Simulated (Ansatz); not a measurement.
# C₂H₆O₃Si: up Jacob's ladder to CCSD(T)

An exercise on one series of results from a longer session: the logs are not shown, and one member is left open.

The runs use Ansatz 0.2.0, Gaussian basis; functionals in def2-TZVPP, the program's frozen cores in correlated methods.

Levels to be run: PBE-D4, r2SCAN-D4, PBE0-D4, B3LYP-D4, ωB97X-V, ωB97M-V, B2PLYP; CCSD(T)/def2-TZVPP; MP2/def2-QZVPP; extrapolation to the limit.

### Structure used throughout

The geometry comes from an earlier relaxation with PBE0-D4 in a triple-zeta def2 set; it is a stationary point, not always the lowest conformer.

12 atoms, charge 0, spin multiplicity 1.

Atoms are counted from 1 here; the program's logs count them from 0.

Bond lengths: C1–O2 1.412 Å, C1–H7 1.091 Å, C1–H8 1.096 Å, C1–H9 1.094 Å, O2–Si3 1.629 Å, Si3–O4 1.631 Å, Si3–C5 1.920 Å, Si3–H10 1.484 Å, O4–H11 0.964 Å, C5–O6 1.210 Å, C5–H12 1.114 Å. Angles: O2–C1–H7 108.3°, O2–C1–H8 111.5°, O2–C1–H9 110.7°, H7–C1–H8 108.6°, H7–C1–H9 108.8°, H8–C1–H9 108.8°, C1–O2–Si3 125.4°, O2–Si3–O4 115.7°, O2–Si3–C5 104.0°, O2–Si3–H10 109.2°, O4–Si3–C5 104.6°, O4–Si3–H10 108.1°, C5–Si3–H10 115.4°, Si3–O4–H11 113.6°, Si3–C5–O6 117.9°, Si3–C5–H12 123.0°, O6–C5–H12 119.2°.

As a file:

```xyz
12
C2H6O3Si
C     0.7523   -1.9204    0.5101
O     0.4493   -0.5493    0.6544
Si   -0.0886    0.4285   -0.5328
O    -1.6298    0.1827   -1.0075
C    -0.1022    2.1720    0.2701
O    -1.1665    2.7385    0.3738
H     1.3730   -2.2253    1.3538
H     1.3032   -2.1143   -0.4173
H    -0.1617   -2.5212    0.5090
H     0.7880    0.2828   -1.7214
H    -2.2554    0.8061   -0.6222
H     0.8154    2.6647    0.6640
```

The first run:

File in.yaml:

```yaml
crystal:
  periodic: [false, false, false]
  atoms:
    - {symbol: C, position_ang: [0.752273, -1.920427, 0.510065]}
    - {symbol: O, position_ang: [0.449276, -0.549297, 0.654434]}
    - {symbol: Si, position_ang: [-0.088622, 0.428485, -0.532827]}
    - {symbol: O, position_ang: [-1.629760, 0.182716, -1.007466]}
    - {symbol: C, position_ang: [-0.102222, 2.171993, 0.270148]}
    - {symbol: O, position_ang: [-1.166513, 2.738517, 0.373815]}
    - {symbol: H, position_ang: [1.373046, -2.225340, 1.353752]}
    - {symbol: H, position_ang: [1.303220, -2.114298, -0.417335]}
    - {symbol: H, position_ang: [-0.161659, -2.521203, 0.508955]}
    - {symbol: H, position_ang: [0.787975, 0.282799, -1.721410]}
    - {symbol: H, position_ang: [-2.255400, 0.806050, -0.622174]}
    - {symbol: H, position_ang: [0.815386, 2.664706, 0.664041]}
basis:
  gaussian: {orbitals: def2-TZVPP}
hamiltonian: {xc: pbe, dispersion: d4}
output: {forces: true, orbitals: {seedname: orbitals}}
```

Launch:

```
$ ansatz run in.yaml --threads 4 --pin off --events-out ev --progress --plain --max-ram 10444MiB
```

Among the steps run: PBE-D4 (GGA); r2SCAN-D4 (meta-GGA); PBE0-D4 (hybrid); B3LYP-D4 (hybrid); ωB97X-V (range-separated); ωB97M-V (range-separated); B2PLYP (double hybrid); CCSD(T) in def2-TZVPP; MP2 in def2-QZVPP.

One of the session's tables, all rows but one given; the rest of the session is left out.

It belongs to the step «Atomisation energies». 

```
            method  atomisation energy (kcal/mol)
            PBE-D4                         1170.0
         r2SCAN-D4                         1146.9
           PBE0-D4                         1139.7
          B3LYP-D4                         1142.6
           ωB97X-V                         1147.8
           ωB97M-V                         1148.9
            B2PLYP                              ?
     HF/def2-TZVPP                          807.5
    MP2/def2-TZVPP                         1143.4
   CCSD/def2-TZVPP                         1095.3
CCSD(T)/def2-TZVPP                         1114.7
           MP2/CBS                         1176.8
       CCSD(T)/CBS                         1148.1
```

Q: Estimate the row for B2PLYP from the others.

As computed: atomisation energy (kcal/mol): 1133.6. In the column «atomisation energy (kcal/mol)» it lies between CCSD(T)/def2-TZVPP (1114.7) and PBE0-D4 (1139.7).
